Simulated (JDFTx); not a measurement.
## AlH3 in JDFTx: the effect of solvation model

Molecule: AlH3, in a box.

```
Al H
1.0
    12.00000    0.00000    0.00000
     0.00000   11.00000    0.00000
     0.00000    0.00000   12.00000
Al H
1 3
Direct
  0.52687 0.50789 0.50742
  0.57849 0.57022 0.61481
  0.41399 0.43360 0.51660
  0.58818 0.51975 0.39085
```

Alike in all runs:

- Program: JDFTx 1.7.0 (patched build)
- Task: solvation
- Functional: RPBE
- Potentials or basis: PseudoDojo-SR-PBE-0.5-standard with smoothed tails
- Cutoff: 980 eV
- Density cutoff: 3918 eV
- k mesh: 1 × 1 × 1
- Occupations: fixed
- Spin: no spin polarisation

```csv
solvation model,largest force (eV/Å)
LA12 LinearPCM,2.33
SoftSphere LinearPCM,0.14
CANDLE LinearPCM,0.10
GLSSA13 NonlinearPCM,?
```

**Question.** What does the run with solvation model GLSSA13 NonlinearPCM give?

**Answer.** Largest force 0.13 eV/Å.

Caveats: forces may be off by hundredths of an eV/Å; forces in the liquid are good to some per cent; the liquid is a continuum model, checked here against plausible ranges alone; the potentials were made for another functional, which shifts forces and pressure.

Runs at the PBE level aren't shown here.
